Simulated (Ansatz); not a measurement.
**Lithium, dhcp under LDA: structure, energy and stiffness**

The plan for lithium in the dhcp structure: relax it, solve it on a dense k-mesh, then scale the cell to 7 volumes from 88 to 112 % of the relaxed one and try a fit of the equation of state. Spin polarisation is left out. The k-meshes are 12×12×3 for the relaxation; 16×16×5 for the dense run; 14×14×4 for the volumes.

Method: DFT LDA (PW92), plane waves (420 eV) with PAW, scalar-relativistic; PBE-made PAW files, in Ansatz 0.2.0.

### 1 The structure to begin with

The structure is hexagonal, space group P6_3/mmc (No. 194). Conventional cell: a = 3.126 Å, b = 3.126 Å, c = 10.211 Å, α = 90.00°, β = 90.00°, γ = 120.00°. Li (site symmetry -3m) has 12 Li at 3.13 Å as nearest neighbours. Li (site symmetry -6m2) is surrounded by 12 Li at 3.13 Å.

As a file:

```cif
data_structure
_symmetry_space_group_name_H-M 'P6_3/mmc'
_symmetry_Int_Tables_number 194
_cell_length_a 3.1264
_cell_length_b 3.1264
_cell_length_c 10.2109
_cell_angle_alpha 90.000
_cell_angle_beta 90.000
_cell_angle_gamma 120.000
_cell_volume 86.44
loop_
_atom_site_label
_atom_site_type_symbol
_atom_site_symmetry_multiplicity
_atom_site_Wyckoff_symbol
_atom_site_fract_x
_atom_site_fract_y
_atom_site_fract_z
_atom_site_occupancy
Li1 Li 2 a 0.00000 0.00000 0.00000 1
Li2 Li 2 c 0.33333 0.66667 0.25000 1
```

### 2 Relaxation of the cell

File input.yaml:

```yaml
crystal:
  lattice:
    - [3.1264265076, 0.0, 0.0]
    - [-1.5632132538, 2.7075647787, 0.0]
    - [0.0, 0.0, 10.2109089739]
  atoms:
    - { symbol: Li, position: [0.0, 0.0, 0.0] }
    - { symbol: Li, position: [0.0, 0.0, 0.5] }
    - { symbol: Li, position: [0.3333333333, 0.6666666667, 0.25] }
    - { symbol: Li, position: [0.6666666667, 0.3333333333, 0.75] }
hamiltonian:
  xc: lda
  pseudopotentials:
    kind: paw
    azcp:
      Li: "pseudopotentials/Li.paw.azcp"
basis:
  ecutwfc: 420
  fft_grid_basis: typed
kpoints:
  mp_grid: { grid: [12, 12, 3], shift: [0, 0, 0] }
magnetization:
  spin_polarized: false
scf:
  occupations: { method: fermi_dirac, width: 0.1 }
relax:
  max_steps: 60
  f_tol: 0.01
  cell: {}
```

Further steps of the session: Single point on a dense mesh; Volume × 0.88; Volume × 0.92; Volume × 0.96; Volume × 1.0; Volume × 1.04; Volume × 1.08; Volume × 1.12.

What does the calculation give? Wanted: space group; conventional cell; volume; shortest distance; gap on the mesh; relative to bcc; V₀, B₀, B₀′.

The runs gave:

| quantity | value |
| --- | --- |
| space group (spins left aside) | P6_3/mmc (No. 194) |
| conventional cell | a = 2.997 Å, c = 9.760 Å (c/a = 3.257) |
| volume | 18.982 Å³/atom |
| shortest distance | 2.991 Å |
| gap on the mesh | none (levels filled in part) |
| relative to bcc | -3 meV/atom |
| V₀, B₀, B₀′ | 18.954 Å³/atom, 15.0 GPa, 3.4 |

The relaxation shrank the cell by 12.2 % in volume. Against the reference form of lithium (bcc, computed apart with the same settings) it stands 3 meV/atom lower, within what mesh and smearing can decide. No gap shows: it is a metal or semimetal at this level. The fitted modulus is 15.0 GPa, a soft solid; letting shape and positions relax at each volume could only lower it. Relaxation kept the symmetry; phonons were not checked.
